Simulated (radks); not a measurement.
**Ar in [He] 2s2 2p5 3s2 3p6 3d1: an all-electron calculation**

Wanted: eigenvalues, radial structure and energy terms of neutral argon.

The numbers are computed with radks (a radial shooting solver on a logarithmic mesh, Libxc functionals) version 1 (scalar-relativistic Kohn-Sham, exchange-only r2SCAN, spin-polarised, spherical densities, finite nucleus; open shells are filled with parallel spins first), except any that are marked as measured or tabulated.

## Step 1: The atom as given

- element: argon (Z = 18)
- charge: 0
- electrons: 18
- configuration: [He] 2s2 2p5 3s2 3p6 3d1
- nuclear rms radius: 3.4274 fm

The outer shells:

Ar
```
[He] core
2s [↑↓]
2p [↑↓][↑↓][↑ ]
3s [↑↓]
3p [↑↓][↑↓][↑↓]
3d [↑ ][  ][  ][  ][  ]
```

## Step 2: The run

Settings of this run:

```text
Z 18
configuration [He] 2s2 2p5 3s2 3p6 3d1
relativity scalar-relativistic
functional r2scan,
spin polarised
nucleus finite rms 3.4274 fm
c 137.035999084
```

Run with:

```sh
> python run_ks.py task.json out
```

This one command runs every case of the session in turn.

**Question.** What will this run give?

**Answer**, as computed:

```
                        quantity                   value
                    total energy      -519.56048 hartree
exchange-correlation share of it                  5.55 %
                            −T/E                  1.0065
          highest occupied level        3d up, -0.403 eV
    most extended occupied level  3d up, <r> = 9.47 bohr
 radius at density 0.001 e/bohr³               3.49 bohr
    maxima of the radial density                       4
```

What this shows: 3 principal shells are occupied and 4 maxima appear in the radial density. Relativity lifts −T/E to 1.006. This is not the tabulated ground configuration, so its levels and sizes aren't those of the ground state, and no measured value stands beside it.
